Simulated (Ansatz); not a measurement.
**CH6BNO: a rigid scan of the bond length C1–H5**

One table from this session's results is given with a row withheld; the runs are named, their logs left out.

Computed with Ansatz 0.2.0, Gaussian basis. Level: single points in def2-TZVPP.

Levels: PBE-D4, r2SCAN-D4, PBE0-D4, B3LYP-D4, wB97M-V, Hartree-Fock, MP2, CCSD, CCSD(T). The scan takes 0.898, 0.944, 1.012, 1.091, 1.178, 1.273, 1.373, 1.478, 1.588 Å.

Cores are frozen in the correlated methods. B3LYP uses VWN-RPA correlation.

19 further runs of the same task are left out: 19 set aside as unsound or not needed.

### Where the work starts

The minimum, relaxed at PBE0-D4: SMILES `CB(N)O`, 10 atoms, charge 0, spin multiplicity 1.

Atoms are counted from 1 here; the program's logs count them from 0.

Bond lengths: C1–B2 1.579 Å, C1–H5 1.095 Å, C1–H6 1.092 Å, C1–H7 1.095 Å, B2–N3 1.404 Å, B2–O4 1.379 Å, N3–H8 1.005 Å, N3–H9 1.002 Å, O4–H10 0.957 Å. Angles: B2–C1–H5 110.9°, B2–C1–H6 113.4°, B2–C1–H7 110.9°, H5–C1–H6 107.4°, H5–C1–H7 106.5°, H6–C1–H7 107.4°, C1–B2–N3 122.1°, C1–B2–O4 121.6°, N3–B2–O4 116.3°, B2–N3–H8 122.2°, B2–N3–H9 123.1°, H8–N3–H9 114.6°, B2–O4–H10 112.7°.

Coordinates:

```
atom     x (Å)     y (Å)     z (Å)
  C1  -0.96884   0.70054  -0.13749
  B2   0.36489  -0.14303  -0.09763
  N3   0.61271  -1.09906   0.89957
  O4   1.35259   0.02152  -1.04587
  H5  -1.50647   0.53735  -1.07763
  H6  -1.65667   0.46369   0.67690
  H7  -0.75465   1.77324  -0.08326
  H8   1.46099  -1.63773   0.92680
  H9  -0.03435  -1.30133   1.63787
 H10   1.12981   0.68481  -1.69930
```

Energies of the minimum (eV), from earlier single points: PBE-D4 -5346.87031, r2SCAN-D4 -5350.55958, PBE0-D4 -5347.38180, B3LYP-D4 -5354.11018, wB97M-V -5351.28990, CCSD(T) -5342.90347.

At the minimum the bond length C1–H5 is 1.095 Å.

Set-up of the first run:

Contents of ccsdt-tzvpp/in.yaml:

```yaml
crystal:
  periodic: [false, false, false]
  atoms:
    - {symbol: C, position_ang: [-0.968838, 0.700537, -0.137491]}
    - {symbol: B, position_ang: [0.364890, -0.143030, -0.097626]}
    - {symbol: N, position_ang: [0.612711, -1.099060, 0.899574]}
    - {symbol: O, position_ang: [1.352589, 0.021524, -1.045865]}
    - {symbol: H, position_ang: [-1.409650, 0.566734, -0.908325]}
    - {symbol: H, position_ang: [-1.656673, 0.463691, 0.676899]}
    - {symbol: H, position_ang: [-0.754654, 1.773244, -0.083261]}
    - {symbol: H, position_ang: [1.460989, -1.637725, 0.926803]}
    - {symbol: H, position_ang: [-0.034352, -1.301332, 1.637871]}
    - {symbol: H, position_ang: [1.129807, 0.684815, -1.699296]}
basis:
  gaussian: {orbitals: def2-TZVPP}
correlation: {method: ccsd_t}
```

No record of the launch command was kept for these runs.

Steps of the session up to this table: C1–H5 = 0.898 Å; C1–H5 = 0.944 Å; C1–H5 = 1.012 Å; C1–H5 = 1.091 Å; C1–H5 = 1.178 Å; C1–H5 = 1.273 Å; C1–H5 = 1.373 Å; C1–H5 = 1.478 Å; C1–H5 = 1.588 Å.

One of the session's tables, all rows but one given; the rest of the session is left out.

It belongs to the step «The curves». Energies less that of the minimum at the same level (kJ/mol):

| bond length (Å) | PBE-D4 | PBE0-D4 | B3LYP-D4 | wB97M-V | Hartree-Fock |
| --- | --- | --- | --- | --- | --- |
| 0.898 | 94.6 | 91.1 | 89.1 | 89.2 | 87.6 |
| 0.944 | 51.3 | 48.3 | 47.2 | 47.1 | 45.5 |
| 1.012 | 14.4 | 12.6 | 12.2 | 12.1 | 10.8 |
| 1.091 | ? | ? | ? | ? | ? |
| 1.095 (minimum) | 0.0 | 0.0 | 0.0 | 0.0 | 0.0 |
| 1.178 | 7.4 | 9.4 | 9.3 | 9.8 | 11.6 |
| 1.273 | 31.9 | 36.4 | 35.7 | 37.0 | 41.4 |
| 1.373 | 67.5 | 75.0 | 72.9 | 76.1 | 83.7 |
| 1.478 | 109.7 | 120.6 | 116.4 | 122.4 | 133.7 |
| 1.588 | 156.1 | 170.6 | 164.6 | 172.8 | 188.1 |

Estimate the missing values for bond length (Å) = 1.091.

The run gave: PBE-D4: 0.1; PBE0-D4: 0.0; B3LYP-D4: 0.0; wB97M-V: 0.0; Hartree-Fock: -0.1.

Caveats from the session: A polynomial through the near points puts the CCSD(T) minimum 0.001 Å below the PBE0-D4 value.
